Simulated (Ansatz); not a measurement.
# C₂H₆SSi: a ladder of functionals and wavefunction methods

Aim: compute C₂H₆SSi with functionals from several rungs and with coupled cluster, and see how far each lands from CCSD(T) at the basis-set limit for the atomisation energy.

Program: Ansatz 0.2.0, Gaussian basis. Level of theory: functionals in def2-TZVPP, the program's frozen cores in correlated methods. These are calculated values, not measurements.

The runs, in order: LDA (SPW92), PBE-D4, revPBE-D4, BLYP-D4, r2SCAN-D4, B97M-V, PBE0-D4, B3LYP-D4, r2SCANh-D4, r2SCAN0-D4, HSE06-D4, BHLYP-D4, CAM-B3LYP-D4, LC-ωPBE, ωB97X-V, ωB97M-V, B2PLYP, PBE-QIDH; CCSD(T)/def2-SVP; CCSD(T)/def2-TZVPP; MP2/def2-QZVPP; extrapolation to the limit; RPA on PBE.

## Step 1: Structure used throughout

All runs share one geometry, relaxed beforehand with PBE0-D4 in a triple-zeta def2 set.

SMILES `[SiH3]/C=C\S`, 10 atoms, charge 0, spin multiplicity 1.

Atoms are counted from 1 here; the program's logs count them from 0.

Bond lengths: Si1–C2 1.855 Å, Si1–H5 1.485 Å, Si1–H6 1.490 Å, Si1–H7 1.491 Å, C2–C3 1.336 Å, C2–H8 1.087 Å, C3–S4 1.740 Å, C3–H9 1.088 Å, S4–H10 1.345 Å. Angles: C2–Si1–H5 109.3°, C2–Si1–H6 111.5°, C2–Si1–H7 111.1°, H5–Si1–H6 108.9°, H5–Si1–H7 109.0°, H6–Si1–H7 107.0°, Si1–C2–C3 126.4°, Si1–C2–H8 117.8°, C3–C2–H8 115.7°, C2–C3–S4 129.2°, C2–C3–H9 120.8°, S4–C3–H9 110.0°, C3–S4–H10 98.0°.

## Step 2: LDA

This LDA is Slater exchange with PW92 correlation.

The input, in.yaml:

```yaml
crystal:
  periodic: [false, false, false]
  atoms:
    - {symbol: Si, position_ang: [-1.270639, 0.286356, -0.407596]}
    - {symbol: C, position_ang: [0.023559, -0.892573, 0.207057]}
    - {symbol: C, position_ang: [1.294698, -0.596838, 0.492836]}
    - {symbol: S, position_ang: [2.120193, 0.930507, 0.378881]}
    - {symbol: H, position_ang: [-2.467571, -0.478668, -0.839377]}
    - {symbol: H, position_ang: [-1.672608, 1.254575, 0.650790]}
    - {symbol: H, position_ang: [-0.764341, 1.084767, -1.560651]}
    - {symbol: H, position_ang: [-0.265846, -1.929665, 0.359176]}
    - {symbol: H, position_ang: [1.977273, -1.362393, 0.855002]}
    - {symbol: H, position_ang: [1.108380, 1.652832, -0.133218]}
basis:
  gaussian: {orbitals: def2-TZVPP}
hamiltonian: {xc: lda}
output: {orbitals: {seedname: orbitals}}
```

Run with:

```
ansatz run in.yaml --threads 2 --pin off --events-out ev --progress --plain --max-ram 4352MiB
```

Further steps of the session: PBE-D4 (GGA); revPBE-D4 (GGA); BLYP-D4 (GGA); r2SCAN-D4 (meta-GGA); B97M-V (meta-GGA); B3LYP-D4 (hybrid); r2SCANh-D4 (hybrid); r2SCAN0-D4 (hybrid); HSE06-D4 (hybrid); BHLYP-D4 (hybrid); CAM-B3LYP-D4 (range-separated); LC-ωPBE (range-separated); ωB97X-V (range-separated); ωB97M-V (range-separated); B2PLYP (double hybrid); PBE-QIDH (double hybrid); CCSD(T) in def2-SVP; CCSD(T) in def2-TZVPP; MP2 in def2-QZVPP; RPA on PBE orbitals.

**Question.** What will the summary of the whole plan be? Wanted: atomisation energy, CCSD(T)/CBS; farthest beyond LDA; mean size of error, GGA; mean size of error, meta-GGA; mean size of error, hybrid; mean size of error, range-separated; mean size of error, double hybrid; gap, smallest and largest; T1 diagnostic.

**Answer**, as computed:

| quantity | value |
| --- | --- |
| atomisation energy, CCSD(T)/CBS | 36.154 eV |
| functionals within 0.181 eV (0.5 %) | revPBE-D4, BLYP-D4, r2SCAN-D4, PBE0-D4, B3LYP-D4, r2SCANh-D4, HSE06-D4, CAM-B3LYP-D4, ωB97X-V, ωB97M-V |
| farthest beyond LDA | BHLYP-D4 (-0.823 eV) |
| mean size of error, GGA | 0.265 eV |
| mean size of error, meta-GGA | 0.206 eV |
| mean size of error, hybrid | 0.232 eV |
| mean size of error, range-separated | 0.187 eV |
| mean size of error, double hybrid | 0.333 eV |
| gap, smallest and largest | 4.02 eV (LDA (SPW92)), 10.80 eV (LC-ωPBE) |
| T1 diagnostic | 0.0128 |
| triples share of the correlation energy | 4.4 % |

What this shows: The LDA atomisation energy is off by 4.910 eV (14 %): it overbinds. PBE-D4 misses by +0.573 eV. Double hybrids carry the basis error of their MP2 part in triple zeta, and no dispersion term here, so their miss is partly the set-up's. Taken by rung, range-separated functionals do best (0.187 eV on average) and double hybrid ones worst beyond LDA (0.333 eV). The gap between the best rungs is small, so their order is not settled. Misses under about 0.181 eV are within the doubt on the reference itself, which lacks core-valence correlation, relativity and higher excitations. Hartree-Fock recovers 74 % of the binding; the rest is correlation. CCSD(T) in def2-SVP is off by -2.062 eV, worse than the median functional, from the basis alone. The gap grows from 4.0 to 10.8 eV across the functionals, mostly with the share of exact exchange.
